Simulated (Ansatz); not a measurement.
ClH9Si4, SMILES [SiH3][SiH]([SiH3])[SiH2]Cl, a single point in a Gaussian basis

With the Python package of Ansatz (0.2.0).

Notebook, run cell by cell (the value of a cell's last expression is shown):

```python
from pathlib import Path

import ansatz as az
import numpy as np
import pandas as pd

SETTINGS = {
    "basis": "cc-pVDZ",
    "functional": "b3lyp",
}
```

```python
geometry = (
    az.Crystal.molecule()
    .atom("Si", (-1.2774, 1.5388, 0.7781))
    .atom("Si", (0.0272, 0.3127, -0.5529))
    .atom("Si", (-0.8711, -1.7149, -0.796))
    .atom("Si", (2.0431, 0.1113, 0.3808))
    .atom("Cl", (3.2592, -1.0694, -0.8476))
    .atom("H", (-1.3904, 0.8766, 2.0859))
    .atom("H", (-2.6109, 1.6642, 0.1717))
    .atom("H", (-0.6818, 2.8719, 0.95))
    .atom("H", (0.151, 0.9622, -1.8659))
    .atom("H", (-0.0039, -2.5296, -1.6598))
    .atom("H", (-2.2033, -1.5882, -1.4048))
    .atom("H", (-0.9894, -2.3513, 0.5241))
    .atom("H", (2.6435, 1.444, 0.539))
    .atom("H", (1.9042, -0.5284, 1.6973))
)
```

```python
calculation = geometry.calculation()
calculation = calculation.basis(gaussian=SETTINGS["basis"])
calculation = calculation.functional(SETTINGS["functional"])
calculation = calculation.forces()
calculation = calculation.orbitals()
result = calculation.run(threads=1, runs_dir="runs")
summary = result.report
```

    

```python
summary["reference_energy_ev"]
```

    -44183.00216247579

```python
print("reference energy %16.6f eV" % summary["reference_energy_ev"])
print("total energy     %16.6f eV" % summary["free_energy_ev"])
print("occupied (up, down):", summary["n_occupied"], " virtual:", summary["n_virtual"], " frozen:", summary["n_frozen"])
```

    reference energy    -44183.002162 eV
    total energy        -44183.002162 eV
    occupied (up, down): [41, 41]  virtual: [94, 94]  frozen: 0

```python
symbols = [site.symbol for site in geometry.cartesian_sites]
forces = np.array(summary["forces_ev_ang"])
print("largest force", round(float(np.linalg.norm(forces, axis=1).max()), 4), "eV/A, rms", round(float(np.sqrt((forces ** 2).mean())), 4))
```

    largest force 1.0416 eV/A, rms 0.3875

```python
charges = summary["charge_distribution"]
table = pd.DataFrame({"atom": symbols, "mulliken": charges["mulliken_charges_e"], "lowdin": charges["lowdin_charges_e"]})
print(table.round(3).to_string())
print("dipole (e A):", np.round(charges["dipole_moment_e_ang"], 4) + 0.0)

lines = Path(summary["orbitals_path"]).read_text().splitlines()
field_of = lambda key: [line.split("=")[1].strip() for line in lines if line.startswith(key)]
orbitals = [(27.211386 * float(e), s, float(n)) for e, s, n in zip(field_of("Ene="), field_of("Spin="), field_of("Occup="))]
homo = max(e for e, _, n in orbitals if n > 0.5)
lumo = min(e for e, _, n in orbitals if n < 0.5)
print(f"HOMO {homo:.3f} eV, LUMO {lumo:.3f} eV, gap {lumo - homo:.3f} eV")
```

       atom  mulliken  lowdin
    0    Si     0.174   0.173
    1    Si    -0.003  -0.067
    2    Si     0.183   0.173
    3    Si     0.322   0.010
    4    Cl    -0.232   0.109
    5     H    -0.055  -0.044
    6     H    -0.048  -0.044
    7     H    -0.052  -0.047
    8     H    -0.039  -0.026
    9     H    -0.042  -0.043
    10    H    -0.054  -0.046
    11    H    -0.058  -0.045
    12    H    -0.046  -0.053
    13    H    -0.051  -0.051
    dipole (e A): [-0.232   0.1669  0.131 ]
    HOMO -7.729 eV, LUMO -0.868 eV, gap 6.862 eV

Reading the output:
- Total energies depend on the basis set; only differences at equal settings carry meaning.
- The geometry is a force-field or estimated start, not a minimum of this method, and the basis set is short of its limit.
- The Löwdin charges here are taken after orthogonalising the functions within each atom; they differ from plain Löwdin charges, and their signs can be unphysical.
- b3lyp holds the VWN-RPA fit, as in Gaussian; the form of ORCA and Turbomole is b3lyp5.
- Levels such as HOMO and LUMO are orbital energies: with these approximate functionals they aren't the ionisation energy and electron affinity, and their gap isn't the fundamental gap.
- Wall time of the script: 12 s on 1 thread of Arm Neoverse V1, with other jobs on the host, peak memory 0.47 GiB.

(Lines on the test bed's own set-up are left out of the output.)
